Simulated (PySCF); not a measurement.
# A diatomic session: SrB+

An exercise on one series of results from a longer session: the logs are not shown, and one member is left open.

Program: PySCF 2.14.0. Level of theory: Sr def2-SVPD with ECP28, B def2-SVPD, scalar-relativistic core potentials. These are calculated values, not measurements.

The first run:

The job is set up so:

```yaml
atoms: Sr, B
charge: 1
basis: Sr def2-SVPD with ECP28, B def2-SVPD
Hamiltonian: scalar-relativistic core potentials
basis_functions: 46
electrons_treated: 14
masses_in_u: 87.9056, 11.0093
levels: PBE0, PBE, r²SCAN, BLYP, PW91, BHandHLYP, HF, MP2, SCS-MP2, CCSD, CCSD(T)
grid: 80 radial by 434 angular points
occupations: held fixed by the projection of orbital angular momentum
dissociation_limit: Sr+ + B, each in its ground configuration
starting_distance_in_angstrom: 2.625
values_of_2S_to_try: 0, 2
```

Run with:

```console
> OMP_NUM_THREADS=1 python dia.py task.json out
```

Steps of the session up to this table: Set-up; The PBE0 curve of the state that the search chose; Higher solutions at PBE0; PBE (GGA); r²SCAN; BLYP (GGA); PW91; BHandHLYP; UHF (mean field); Correlated methods on the Hartree–Fock reference.

One table of the session follows, with a row left open; its other results are not shown here.

It belongs to the step «The curves together». Energy (eV) from each level's lowest point:

```
R (Å)    UHF  UHF-MP2  UHF-SCS-MP2  UHF-CCSD  UHF-CCSD(T)
2.261  0.743    0.572        0.579       n/a          n/a
2.366  0.360    0.254        0.257     0.277        0.283
2.471  0.132    0.078        0.079     0.094        0.099
2.550  0.040    0.016        0.016     0.025        0.028
2.629  0.000    0.000        0.000     0.000        0.000
2.708  0.001    0.019        0.019     0.008        0.005
2.813  0.047    0.080        0.083     0.052        0.045
2.945      ?        ?            ?         ?            ?
3.102  0.217    0.343        0.325     0.234        0.242
3.312  0.260    0.485        0.431       n/a          n/a
```

Estimate the missing values for R (Å) = 2.945.

Worked estimate for «UHF». A straight line through the neighbours (2.813, 0.047) and (3.102, 0.217) gives 0.047 + (0.217 − 0.047) × (2.945 − 2.813) / (3.102 − 2.813) = 0.125; a parabola fitted to 4 rows on both sides gives 0.138.

**Answer.** UHF: 0.140; UHF-MP2: 0.185; UHF-SCS-MP2: 0.192; UHF-CCSD: 0.134; UHF-CCSD(T): 0.127. In «UHF» the line misses by -0.015 and the parabola by -0.002.
